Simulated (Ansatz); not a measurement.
# Cl− with AlF₃: structure and interaction energy, part 3 of 3

Ansatz 0.2.0, Gaussian basis. The steps go on from the part before.

## Step 12: wB97M-V/def2-SVP

The inputs:

ab/in.yaml

```yaml
crystal:
  periodic: [false, false, false]
  atoms:
    - {symbol: Cl, position_ang: [-0.394912, 0.158727, -2.023476]}
    - {symbol: F, position_ang: [1.431970, -0.899647, 0.316724]}
    - {symbol: Al, position_ang: [0.021076, -0.008461, 0.107868]}
    - {symbol: F, position_ang: [-1.270395, -0.786484, 0.853012]}
    - {symbol: F, position_ang: [0.212361, 1.535866, 0.745772]}
basis:
  gaussian: {orbitals: def2-SVP}
total_charge: -1
hamiltonian: {xc: {name: wB97M-V}}
```

a/in.yaml

```yaml
crystal:
  periodic: [false, false, false]
  atoms:
    - {symbol: Cl, position_ang: [-0.394912, 0.158727, -2.023476]}
basis:
  gaussian:
    orbitals: def2-SVP
    ghost_atoms:
      - {symbol: F, position_ang: [1.431970, -0.899647, 0.316724]}
      - {symbol: Al, position_ang: [0.021076, -0.008461, 0.107868]}
      - {symbol: F, position_ang: [-1.270395, -0.786484, 0.853012]}
      - {symbol: F, position_ang: [0.212361, 1.535866, 0.745772]}
total_charge: -1
hamiltonian: {xc: {name: wB97M-V}}
```

b/in.yaml

```yaml
crystal:
  periodic: [false, false, false]
  atoms:
    - {symbol: F, position_ang: [1.431970, -0.899647, 0.316724]}
    - {symbol: Al, position_ang: [0.021076, -0.008461, 0.107868]}
    - {symbol: F, position_ang: [-1.270395, -0.786484, 0.853012]}
    - {symbol: F, position_ang: [0.212361, 1.535866, 0.745772]}
basis:
  gaussian:
    orbitals: def2-SVP
    ghost_atoms:
      - {symbol: Cl, position_ang: [-0.394912, 0.158727, -2.023476]}
hamiltonian: {xc: {name: wB97M-V}}
```

The same command starts each run, in its folder.

Started as:

```
$ ansatz run in.yaml --threads 4 --pin off --events-out ev --progress --plain --max-ram 9574MiB
```

Log of ab (excerpt; [...] marks lines left out):

```text
Functional definition: wB97M-V
  name "wB97M-V"
  cite "Mardirossian & Head-Gordon, J. Chem. Phys. 144, 214110 (2016) doi:10.1063/1.4952647"
  cite "Becke, J. Chem. Phys. 107, 8554 (1997) doi:10.1063/1.475007"
  cite "Vydrov & Van Voorhis, J. Chem. Phys. 133, 244103 (2010) doi:10.1063/1.3521275"
  # Of w^i u^j: cxij and so on, Table III.
[...]
  gx(w, u) = 1 - cx + cx01*u + cx10*w
[...]
700 factors; integrals over basis functions are off by at most 8.2e-4 eV
166 factors; integrals over basis functions are off by at most 1.1e-5 eV
[...]
mean field -27265.39672349 eV, -1001.9848484385 hartree, gradient 1.6e-5 eV, S^2 0.000000; 0 other end points of the search recorded, 0 dependent functions left out
reference -27265.39676892 eV, -1001.9848501079 hartree; 29, 29 occupied and 49, 49 virtual orbitals, 700 factors
Total energy: -27265.39676892 eV, -1001.9848501079 hartree
```

Log of a (excerpt; [...] marks lines left out):

```text
Functional definition: wB97M-V
  name "wB97M-V"
  cite "Mardirossian & Head-Gordon, J. Chem. Phys. 144, 214110 (2016) doi:10.1063/1.4952647"
  cite "Becke, J. Chem. Phys. 107, 8554 (1997) doi:10.1063/1.475007"
  cite "Vydrov & Van Voorhis, J. Chem. Phys. 133, 244103 (2010) doi:10.1063/1.3521275"
  # Of w^i u^j: cxij and so on, Table III.
[...]
  gx(w, u) = 1 - cx + cx01*u + cx10*w
[...]
      + integral(e_c_pw_mod_opposite_spin*gos(b97_w_opposite, b97_u_opposite)) + vv10(b, c)
677 factors; their error is unknown
115 factors; integrals over basis functions are off by at most 3.4e-5 eV
[...]
mean field -12519.43936979 eV, -460.0809108590 hartree, gradient 1.9e-5 eV, S^2 0.000000; 0 other end points of the search recorded, 0 dependent functions left out
reference -12519.43941691 eV, -460.0809125905 hartree; 9, 9 occupied and 69, 69 virtual orbitals, 677 factors
Total energy: -12519.43941691 eV, -460.0809125905 hartree
```

Log of b (excerpt; [...] marks lines left out):

```text
Functional definition: wB97M-V
  name "wB97M-V"
  cite "Mardirossian & Head-Gordon, J. Chem. Phys. 144, 214110 (2016) doi:10.1063/1.4952647"
  cite "Becke, J. Chem. Phys. 107, 8554 (1997) doi:10.1063/1.475007"
  cite "Vydrov & Van Voorhis, J. Chem. Phys. 133, 244103 (2010) doi:10.1063/1.3521275"
  # Of w^i u^j: cxij and so on, Table III.
[...]
  gx(w, u) = 1 - cx + cx01*u + cx10*w
[...]
      + integral(e_c_pw_mod_opposite_spin*gos(b97_w_opposite, b97_u_opposite)) + vv10(b, c)
803 factors; their error is unknown
158 factors; integrals over basis functions are off by at most 1.6e-5 eV
[...]
mean field -14741.59074827 eV, -541.7434677897 hartree, gradient 5.7e-5 eV, S^2 0.000000; 0 other end points of the search recorded, 0 dependent functions left out
reference -14741.59079685 eV, -541.7434695750 hartree; 20, 20 occupied and 58, 58 virtual orbitals, 803 factors
Total energy: -14741.59079685 eV, -541.7434695750 hartree
```

Wall times: 3 s (ab), 2 s (a), 1.9 s (b) on 4 threads of Arm Neoverse V1, shared host.

Interaction energy, ab − a − b: -421.31 kJ/mol.

## Step 13: CCSD(T)/def2-SVP

The same edit goes into each in.yaml of step 12 (ab, a, b):

```diff
-hamiltonian: {xc: {name: wB97M-V}}
+correlation: {method: ccsd_t}
```

One command serves all of them, each in its own folder.

Started as:

```
$ ansatz run in.yaml --threads 4 --pin off --events-out ev --progress --plain --max-ram 9574MiB
```

Output in ab (excerpt; [...] marks lines left out):

```text
Functional definition: HF
  name "HF"
  cite "Fock, Z. Phys. 61, 126 (1930) doi:10.1007/BF01340294"
  parent pbe
[...]
700 factors; integrals over basis functions are off by at most 8.2e-4 eV
[...]
mean field -27202.05237009 eV, -999.6569863875 hartree, gradient 1.0e-6 eV, S^2 0.000000; 0 other end points of the search recorded, 0 dependent functions left out
13 core orbitals not correlated: weight in the atoms' cores, before any rotation towards them, 1.000 or more for the frozen orbitals, at most 0.000 for the correlated occupied ones
reference -27202.05237009 eV, -999.6569863875 hartree; 16, 16 occupied and 49, 49 virtual orbitals, 700 factors
second order -20.50169242 eV of doubles, -0.00000000 eV of singles
cycle   1  -20.58926525 eV  change   -8.8e-2 eV  update   8.7e-2
[...]
cycle   8  -20.99207669 eV  change    3.5e-5 eV  update   1.3e-5
perturbative correction -0.25388738 eV, -0.0093301891 hartree
Total energy: -27223.29833416 eV, -1000.4377611659 hartree
```

Output in a (excerpt; [...] marks lines left out):

```text
Functional definition: HF
  name "HF"
  cite "Fock, Z. Phys. 61, 126 (1930) doi:10.1007/BF01340294"
  parent pbe
[...]
494 factors; integrals over basis functions are off by at most 1.2e-3 eV
[...]
mean field -12500.67282533 eV, -459.3912530707 hartree, gradient 2.2e-6 eV, S^2 0.000000; 0 other end points of the search recorded, 0 dependent functions left out
5 core orbitals not correlated: weight in the atoms' cores, before any rotation towards them, 1.000 or more for the frozen orbitals, at most 0.000 for the correlated occupied ones
reference -12500.67282533 eV, -459.3912530707 hartree; 4, 4 occupied and 69, 69 virtual orbitals, 494 factors
second order -3.78636907 eV of doubles, -0.00000000 eV of singles
cycle   1  -4.04943896 eV  change   -2.6e-1 eV  update   3.3e-2
[...]
cycle   9  -4.11984105 eV  change   -2.5e-6 eV  update   6.0e-6
perturbative correction -0.05549181 eV, -0.0020392863 hartree
Total energy: -12504.84815819 eV, -459.5446937231 hartree
```

b printed (excerpt; [...] marks lines left out):

```text
Functional definition: HF
  name "HF"
  cite "Fock, Z. Phys. 61, 126 (1930) doi:10.1007/BF01340294"
  parent pbe
[...]
638 factors; integrals over basis functions are off by at most 8.0e-4 eV
[...]
mean field -14696.88373673 eV, -540.1005154191 hartree, gradient 1.3e-6 eV, S^2 0.000000; 0 other end points of the search recorded, 0 dependent functions left out
8 core orbitals not correlated: weight in the atoms' cores, before any rotation towards them, 1.000 or more for the frozen orbitals, at most 0.000 for the correlated occupied ones
reference -14696.88373673 eV, -540.1005154191 hartree; 12, 12 occupied and 58, 58 virtual orbitals, 638 factors
second order -16.93300481 eV of doubles, -0.00000000 eV of singles
cycle   1  -16.62356908 eV  change    3.1e-1 eV  update   1.0e-1
[...]
cycle  11  -17.03307564 eV  change    6.7e-6 eV  update   3.9e-6
perturbative correction -0.23372365 eV, -0.0085891856 hartree
Total energy: -14714.15053601 eV, -540.7350585889 hartree
```

They took 1.4 s (ab), 0.35 s (a), 1.2 s (b) on 4 threads of Arm Neoverse V1, shared host.

E(ab) − E(a) − E(b) = -414.85 kJ/mol.

## Step 14: Vibrations of the pair

Input file vib/in.yaml:

```yaml
crystal:
  periodic: [false, false, false]
  atoms:
    - {symbol: Cl, position_ang: [-0.394912, 0.158727, -2.023476]}
    - {symbol: F, position_ang: [1.431970, -0.899647, 0.316724]}
    - {symbol: Al, position_ang: [0.021076, -0.008461, 0.107868]}
    - {symbol: F, position_ang: [-1.270395, -0.786484, 0.853012]}
    - {symbol: F, position_ang: [0.212361, 1.535866, 0.745772]}
basis:
  gaussian: {orbitals: def2-TZVP}
total_charge: -1
hamiltonian: {xc: pbe0, dispersion: d4}
phonons: {temperatures: {t_min: 298.15, t_max: 900, t_step: 200}}
```

Started as:

```
$ ansatz run in.yaml --threads 4 --pin off --events-out ev --progress --plain --max-ram 9574MiB
```

The program printed (excerpt; [...] marks lines left out):

```text
Functional definition: PBE0
  name "PBE0"
  cite "Adamo & Barone, J. Chem. Phys. 110, 6158 (1999) doi:10.1063/1.478522"
  cite "Perdew, Burke & Ernzerhof, Phys. Rev. Lett. 77, 3865 (1996) doi:10.1103/PhysRevLett.77.3865"
  parent pbe
[...]
1015 factors; their error is unknown
[...]
mean field -27270.53272889 eV, -1002.1735931556 hartree, gradient 1.9e-5 eV, S^2 0.000000; 0 other end points of the search recorded, 0 dependent functions left out
[...]
Atom 2 at     0.021076    -0.008461     0.107868 Å, force    -0.000941     0.000367    -0.004796 eV/Å
Atom 3 at    -1.270395    -0.786484     0.853012 Å, force     0.006420     0.002692     0.002999 eV/Å
Atom 4 at     0.212361     1.535866     0.745772 Å, force     0.000414    -0.006762     0.003444 eV/Å
Dipole moment:    -0.020414     0.008208    -0.104577 e Å
Vibrations: 164.58 164.59 268.56 269.43 269.47 446.78 677.99 803.12 803.18 cm⁻¹, zero-point energy 0.239767 eV
```

Run time: 38 s. Hardware: 4 threads of Arm Neoverse V1, shared host.

Wavenumbers and character of the modes:

| mode | wavenumber (cm⁻¹) | character |
| --- | --- | --- |
| 1 | 165 | bend |
| 2 | 165 | bend |
| 3 | 269 | bend |
| 4 | 269 | bend |
| 5 | 269 | bend |
| 6 | 447 | Al–Cl stretch |
| 7 | 678 | Al–F stretch |
| 8 | 803 | Al–F stretch |
| 9 | 803 | Al–F stretch |

Vibrational sums (real modes only):

| T (K) | entropy (J/mol/K) | heat capacity (J/mol/K) |
| --- | --- | --- |
| 298 | 47.5 | 52.3 |
| 498 | 77.6 | 64.2 |
| 698 | 100.1 | 68.9 |
| 898 | 117.8 | 71.1 |

## Step 15: The ladder

The basis limit takes Hartree-Fock with exponent 7.88 and MP2 correlation with exponent 2.97 from the triple- and quadruple-zeta runs, and adds the coupled-cluster step over MP2 from triple zeta. Where a quadruple-zeta run was CCSD(T), only its Hartree-Fock and MP2 parts are used.

Rows are in def2-TZVPPD; times add the 3 runs of a level on a shared host, so small differences are noise.

| method | rung | interaction (kJ/mol) | from CCSD(T)/CBS (kJ/mol) | time |
| --- | --- | --- | --- | --- |
| PBE-D4 | GGA | -379.23 | +20.67 | 4 s |
| revPBE-D4 | GGA | -370.54 | +29.36 | 4.1 s |
| BLYP-D4 | GGA | -366.35 | +33.55 | 4.8 s |
| r2SCAN-D4 | meta-GGA | -398.83 | +1.07 | 8.3 s |
| B97M-V | meta-GGA | -393.72 | +6.18 | 15 s |
| PBE0-D4 | hybrid | -399.70 | +0.20 | 5.4 s |
| B3LYP-D4 | hybrid | -387.58 | +12.32 | 6 s |
| HSE06-D4 | screened hybrid | -399.22 | +0.68 | 5.8 s |
| wB97X-V | range-separated hybrid | -399.03 | +0.87 | 14 s |
| wB97M-V | range-separated hybrid | -393.99 | +5.91 | 18 s |
| B2PLYP | double hybrid | -384.77 | +15.13 | 10 s |
| Hartree-Fock | wavefunction | -398.37 | +1.53 |  |
| MP2 | wavefunction | -387.81 | +12.09 |  |
| CCSD | wavefunction | -393.76 | +6.14 |  |
| CCSD(T) | wavefunction | -391.16 | +8.74 | 2.8 min |
| CCSD(T)/CBS |  | -399.90 | 0 | 3.2 min |

Among the levels timed on like hardware and quicker than the yardstick, those that no quicker one beats, quickest first: PBE-D4 (4 s, +20.67 kJ/mol); PBE0-D4 (5.4 s, +0.20 kJ/mol).

PBE0-D4 reaches 0.20 kJ/mol from the reference in 5.4 s, where CCSD(T)/CBS took 3.2 min; the quickest level in the cost chart, PBE-D4, takes 4 s and misses by 20.67 kJ/mol.

## Step 16: Summary of results

The summary covers parts 1 to 3.

```
                        quantity           value
 interaction energy, CCSD(T)/CBS  -399.90 kJ/mol
of it Hartree-Fock (basis limit)  -399.19 kJ/mol
              D4 term of PBE0-D4    -4.92 kJ/mol
                shortest contact  Cl1–Al3 2.18 Å
               lowest wavenumber        165 cm⁻¹
```

In words: The pair is bound by 399.90 kJ/mol at fixed fragment shapes. Hartree-Fock gives 100 % of it, so electrostatics, induction and charge transfer lead. PBE0-D4 is the best functional here (+0.20 kJ/mol from CCSD(T)/CBS); BLYP-D4 is the worst (+33.55 kJ/mol). Mean unsigned error by rung: GGA 27.86, meta-GGA 3.63, hybrid 6.26, screened hybrid 0.68, range-separated hybrid 3.39, double hybrid 15.13 kJ/mol. The double hybrids carry no dispersion term here, unlike the levels marked D4 or V. PBE-D4 gives an interaction energy 20.67 kJ/mol too high, an error of 5 % of the reference. CCSD(T) moves by -8.74 kJ/mol from triple zeta to the limit; gaps between functionals far smaller than that don't rank them. A lower arrangement may exist.
